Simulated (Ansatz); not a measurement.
# KCl (Sylvite): the cost of one run

All numbers are computed with the Python package of Ansatz 0.2.0. Level of theory: DFT PBE, all-electron LAPW.

## (1) Starting point

The structure is cubic, space group Fm-3m (No. 225). Conventional cell: a = 6.293 Å, b = 6.293 Å, c = 6.293 Å, α = 90.00°, β = 90.00°, γ = 90.00°. K (site symmetry m-3m) has 6 Cl at 3.15 Å as nearest neighbours. Cl (site symmetry m-3m) is surrounded by 6 K at 3.15 Å.

The script holds or builds the structure itself.

## (2) The script

Input file eos_lapw.py:

```python
'''E(V) of KCl on LAPW.'''

import ansatz
from ase.eos import EquationOfState
from ase.units import GPa
import numpy as np

VECTORS = np.array([
    [0.0, 3.14647, 3.14647],
    [3.14647, 0.0, 3.14647],
    [3.14647, 3.14647, 0.0],
])
SITES = [
    ('K', [0.0, 0.0, 0.0]),
    ('Cl', [0.5, 0.5, 0.5]),
]


def build(cell):
    crystal = ansatz.Crystal(lattice=ansatz.Lattice.of(cell))
    for symbol, position in SITES:
        crystal = crystal.atom(symbol, position)
    return crystal

volumes, energies = [], []
for scale in np.linspace(0.94, 1.06, 7):
    cell = VECTORS * scale ** (1 / 3)
    job = (
        build(cell).calculation()
        .occupations('fixed')  # whole-number filling, right only where there is a gap
        .functional('pbe')
        .kpoints(6, 6, 6)  # the mesh must be finer for metals
        .pseudopotentials('all_electron', lapw=True)
    )
    rep = job.run(threads=1, backend='cpu').report
    volumes.append(abs(np.linalg.det(cell)) / len(SITES))
    energies.append(rep['free_energy_ev'] / len(SITES))
    print(f'{scale:.3f} {volumes[-1]:9.4f} A^3/atom {energies[-1]:16.5f} eV/atom  (estimated basis error {1000 * rep["lapw_basis_errors"]["total_ev_per_atom"]:.2f} meV/atom)')
v0, e0, bulk = EquationOfState(volumes, energies, eos='birchmurnaghan').fit()
print(f'V0 = {v0:.4f} A^3/atom, B0 = {bulk / GPa:.1f} GPa')
```

## (3) The calls as engine input

The engine receives this input (first run):

```yaml
crystal:
  lattice:
    - [0.0, 3.0822383034902527, 3.0822383034902527]
    - [3.0822383034902527, 0.0, 3.0822383034902527]
    - [3.0822383034902527, 3.0822383034902527, 0.0]
  atoms:
    - { symbol: K, position: [0.0, 0.0, 0.0] }
    - { symbol: Cl, position: [0.5, 0.5, 0.5] }
kpoints:
  mp_grid:
    grid: [6, 6, 6]
hamiltonian:
  xc: pbe
  pseudopotentials:
    kind: all_electron
    lapw: {}
scf:
  occupations:
    method: fixed
```

## (4) Launch

The run is started by

```sh
$ python eos_lapw.py
```

**Question.** How long does this script take on 1 thread of Arm Neoverse V2, shared host, and how much memory does it need?

About 18 s, with a peak of 0.33 GiB.
